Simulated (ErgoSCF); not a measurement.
# AgOH (SMILES [OH][Ag]): levels of theory compared

We compute a comparison of 4 runs (HF/STO-3G, HF/3-21G, B3P86(VWN5)/STO-3G, BHandH/3-21G) of AgOH. 

The results are computed with ErgoSCF 3.8.

13 further runs of the same task are left out: 10 that didn't finish, 3 set aside as unsound or not needed.

### 1 The structure to begin with

The species is AgOH (3 atoms), meant as a singlet with charge 0. As SMILES, `[OH][Ag]`. Geometry: a GFN2-xTB relaxation, a rough one for these elements and not checked as a minimum.

Bond lengths: O1–Ag2 1.999 Å, O1–H3 0.959 Å. Angles: Ag2–O1–H3 114.3°.

### 2 The energy at HF/STO-3G (run 1)

Input file job.ego:

```
# AgHO
set_nthreads("env")
molecule_inline Angstrom
O       -0.375050      -0.381660      -0.290620
Ag       1.302440      -0.006330       0.729120
H       -0.927390       0.387990      -0.438500
EOF
scf.output_mulliken_pop = 1
scf.use_diagonalization = 1
basis = "STO-3G"
spin_polarization = 0
scf.max_number_of_iterations = 120
tmpdir = "."
run "HF"
```

The basis set STO-3G is read from a file made from the Basis Set Exchange's data (not shown).

Launch:

```
$ ergo job.ego
```

Standard output:

```text
[...]
INSC SCF_general constructor, number of basis functions: 33
[...]
INSC Energy   1 =      -5164.99166624512
[...]
INDE E_LUMO =          0.15207704119
[...]
INSC Energy  25 =      -5220.90139549967  ( diff     -0.000000000017280 )
[...]
RESC CONVERGED after  25 iterations.
RESC FINAL ENERGY:      -5220.90139549967
[...]
INSC SCF: dipole_moment_x [atomic units] =       0.66971118
INSC SCF: dipole_moment_y [atomic units] =       0.43472854
INSC SCF: dipole_moment_z [atomic units] =       0.46703835
[...]
```

Run time: 7.5 s. Hardware: 1 thread of AMD EPYC 7B13 (Zen 3), shared host; peak memory 0.26 GiB.

### 3 The energy at HF/3-21G (run 2)

Input file input.xyz:

```xyz
3

O     -0.375050    -0.381660    -0.290620
Ag     1.302440    -0.006330     0.729120
H     -0.927390     0.387990    -0.438500
```

Input file job.ego:

```
set_nthreads(1)
molecule "input.xyz"
charge = 0
basis = "3-21G"
scf.max_number_of_iterations = 120
scf.use_diagonalization = 1
tmpdir = "."
scf.output_mulliken_pop = 1
run "HF"
```

The basis set 3-21G is read from a file made from the Basis Set Exchange's data (not shown).

Launch:

```
$ ergo job.ego
```

Standard output:

```text
[...]
INSC SCF_general constructor, number of basis functions: 47
[...]
INSC Energy   1 =      -3955.58888938377
[...]
INDE E_LUMO =          0.00242701910
[...]
INSC Energy  18 =      -5248.47975702772  ( diff     -0.000000000005457 )
[...]
RESC CONVERGED after  18 iterations.
RESC FINAL ENERGY:      -5248.47975702772
[...]
INSC SCF: dipole_moment_x [atomic units] =       1.78790911
INSC SCF: dipole_moment_y [atomic units] =       0.88799698
INSC SCF: dipole_moment_z [atomic units] =       1.18950265
[...]
```

Wall time 6.6 s (1 thread of AMD EPYC 7B13 (Zen 3), shared host); peak memory 0.26 GiB.

Run 3 isn't shown in full; the table further down has it.

### 4 The energy at BHandH/3-21G (run 4)

Input file input.ego:

```
# AgHO, BHandH
set_nthreads(1)
molecule_inline
O     -0.70874178    -0.72123287    -0.54919221
Ag     2.46125489    -0.01196197     1.37783711
H     -1.75251311     0.73319484    -0.82864491
EOF
scf.output_mulliken_pop = 1
basis = "3-21G"
tmpdir = "."
scf.max_number_of_iterations = 100
run "BHandH"
```

Launch:

```
$ ergo input.ego
```

Standard output:

```text
[...]
INDF Weighted mixed functional:
[...]
INSC Energy   1 =      -3963.28396962736
[...]
INDE PURIFICATION CONVERGED after 46 iterations
[...]
INDE PURIFICATION CONVERGED after 45 iterations
[...]
INDE PURIFICATION CONVERGED after 36 iterations
[...]
INDE PURIFICATION CONVERGED after 36 iterations
[...]
INDE E(LUMO) - E(HOMO) <=          0.21874125567 =          5.95225282446 eV
[...]
INSC Energy  24 =      -5247.25430524745  ( diff     -0.000000000020918 )
[...]
RESC CONVERGED after  24 iterations.
RESC FINAL ENERGY:      -5247.25430524745
[...]
INSC SCF: dipole_moment_x [atomic units] =       1.32960597
INSC SCF: dipole_moment_y [atomic units] =       0.73374778
INSC SCF: dipole_moment_z [atomic units] =       0.90003125
[...]
```

Wall time 11 s (1 thread of AMD EPYC 7B13 (Zen 3), shared host); peak memory 0.26 GiB.

### 5 Overview of the runs

| run | level | iteration cap | integration grid | energy (Eh) | dipole moment (D) | wall time |
| --- | --- | --- | --- | --- | --- | --- |
| 1 | HF/STO-3G | 120 | – | -5220.901395 | 2.35 | 7.5 s |
| 2 | HF/3-21G | 120 | – | -5248.479757 | 5.91 | 6.6 s |
| 3 | B3P86(VWN5)/STO-3G | 80 | LMG | -5223.414917 | 0.91 | 9.9 s |
| 4 | BHandH/3-21G | 100 | Turbo | -5247.254305 | 4.49 | 11 s |

### 6 Results

| quantity | value |
| --- | --- |
| run 4: total energy | -5247.25431 Eh |
| run 4: dipole moment | 4.49 D |

What this shows: The dipole moment (its size) runs from 0.91 D (B3P86(VWN5)/STO-3G) to 5.91 D (HF/3-21G). The two ends differ in method and basis. Totals of different functionals can't be ranked against each other. In runs 1, 3 the basis is minimal, so the values are rough. In runs 1, 2, 3, 4 relativity is left out where basis or elements ask for it. All runs together took 35 s, the longest 11 s.
